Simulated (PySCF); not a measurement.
# C4H11BFNS: the cost of one run

Programs: PySCF 2.14.0. All values are calculated, for the isolated system unless a continuum is named. Atoms count from 0, parts from 1.

## 1. Starting point

19 atoms, charge 0, multiplicity 1; geometry: GFN2-xTB, MD frame. Parts: 1 = atoms 0–12, `[BH3-][S+](C)CF`, charge 0; 2 = atoms 13–18, `CC#N`, charge 0.

## 2. Nuclear shieldings: 375 fs

What the job is given:

```
{"job": {"kind": "nmr", "xc": "PBE0", "basis": "pcSseg-1", "pop": false}, "charge": 0, "multiplicity": 1, "parts": [{"atoms": "0-12", "charge": 0, "multiplicity": 1}, {"atoms": "13-18", "charge": 0, "multiplicity": 1}]}
B     -0.028359    -0.751241     1.056306
S     -0.349659    -0.245144    -0.871788
C      1.362756    -0.381080    -1.635084
C     -1.114533    -1.805414    -1.390552
F     -1.625990    -1.791697    -2.640998
H      0.581915    -1.862677     0.929734
H     -1.107658    -0.713042     1.484079
H      0.658603     0.193843     1.370646
H      1.162837    -0.608143    -2.725338
H      1.799750     0.610921    -1.492622
H      1.855519    -1.191668    -1.099803
H     -0.448065    -2.735556    -1.292163
H     -2.003879    -1.953135    -0.671162
C     -1.591781     3.344825     1.605164
C     -0.834275     3.225115     0.434157
N     -0.198791     3.051321    -0.531097
H     -1.142584     2.709602     2.361978
H     -1.674598     4.402623     1.836585
H     -2.650726     3.044599     1.353831
```

Level: GIAO PBE0/pcSseg-1 NMR shielding, non-relativistic, gas phase.

Command:

```bash
OMP_NUM_THREADS=1 python cluster_run.py task.json out
```

The driver reads the jobs from task.json and runs them one after another.

**Question.** How long does this first job take on 1 thread of Arm Neoverse V1, shared host, and how much memory does it need?

About 39 s, with a peak of 0.89 GiB.
